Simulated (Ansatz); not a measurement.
Relaxation of a periodic cell of 24 atoms, CSO (packed as 8 OCS, density as packed 1.09 g/cm³ with natural masses), to a largest force component of 0.3 eV/Å in at most 15 steps.

All numbers below come from Ansatz 0.2.0, DFT r2SCAN-D3(BJ), scalar-relativistic, plane waves, PAW. Settings: accuracy low, cutoff 500 eV, k mesh 1x1x1, fermi-dirac smearing 0.02 eV, no spin polarisation.

```xyz
24
Lattice="9.0058 0.0000 0.0000 0.0000 9.0058 0.0000 0.0000 0.0000 9.0058" Properties=species:S:1:pos:R:3
O 7.469 0.052 0.014
C 7.462 0.084 1.193
S 7.451 0.127 2.757
O 4.601 4.700 0.135
C 5.515 4.900 0.851
S 6.730 5.167 1.801
O 4.454 7.173 5.569
C 3.533 7.448 6.252
S 2.310 7.812 7.158
O 1.713 2.864 6.882
C 1.872 2.217 5.910
S 2.084 1.357 4.619
O 1.429 3.551 2.252
C 0.916 4.399 2.891
S 0.235 5.524 3.739
O 5.479 1.460 5.452
C 5.802 2.550 5.141
S 6.231 3.997 4.727
O 9.595 5.134 8.204
C 8.837 4.248 8.376
S 7.830 3.072 8.604
O 5.065 2.206 1.947
C 4.259 1.963 1.122
S 3.189 1.641 0.026
```

Question: Where does it end, and by what steps?

Answer: It converged. The threshold is loose, so the end isn't yet a minimum. The force dipped under the threshold on the way, but the program's further checks kept it going. Limits of this set-up: coarse k mesh, low accuracy level. After 11 steps the energy has fallen by 0.942 eV; S9 moved furthest, 0.98 Å.

| step | energy less start (eV) | largest force component (eV/Å) | accepted |
| --- | --- | --- | --- |
| 0 | 0.0000 | 1.826 | yes |
| 1 | -0.4491 | 0.611 | yes |
| 2 | -0.6386 | 0.524 | yes |
| 3 | -0.7787 | 0.318 | yes |
| 4 | -0.8484 | 0.168 | yes |
| 5 | -0.8729 | 0.654 | yes |
| 6 | -0.8911 | 0.591 | yes |
| 7 | -0.9159 | 0.076 | yes |
| 8 | -0.9159 | 0.076 | yes |
| 9 | -0.9248 | 0.463 | yes |
| 10 | -0.9418 | 0.247 | yes |
| 11 | -0.9418 | 0.247 | yes |

```xyz
24
Lattice="9.0058 0.0000 0.0000 0.0000 9.0058 0.0000 0.0000 0.0000 9.0058" Properties=species:S:1:pos:R:3
O 7.152 -0.058 0.429
C 7.322 0.044 1.572
S 7.551 0.184 3.106
O 4.701 4.418 -0.234
C 5.301 4.951 0.604
S 6.110 5.660 1.734
O 4.529 7.463 4.975
C 3.714 7.249 5.775
S 2.612 6.939 6.837
O 2.270 3.348 6.671
C 2.123 2.551 5.841
S 1.928 1.472 4.730
O 1.746 3.851 1.668
C 1.376 4.510 2.546
S 0.882 5.400 3.726
O 5.425 1.669 6.159
C 5.539 2.741 5.728
S 5.677 4.180 5.143
O 9.104 5.315 8.301
C 8.694 4.232 8.293
S 8.129 2.780 8.288
O 4.640 2.349 2.109
C 4.111 1.669 1.331
S 3.426 0.730 0.290
```

Whether the end is a true minimum wasn't checked by a vibrational analysis.

Run time: 3.9 min on 2 threads of Intel(R) Xeon(R) Platinum 8259CL CPU @ 2.50GHz (Skylake/Cascade Lake) (shared host), peak memory 1.4 GiB.
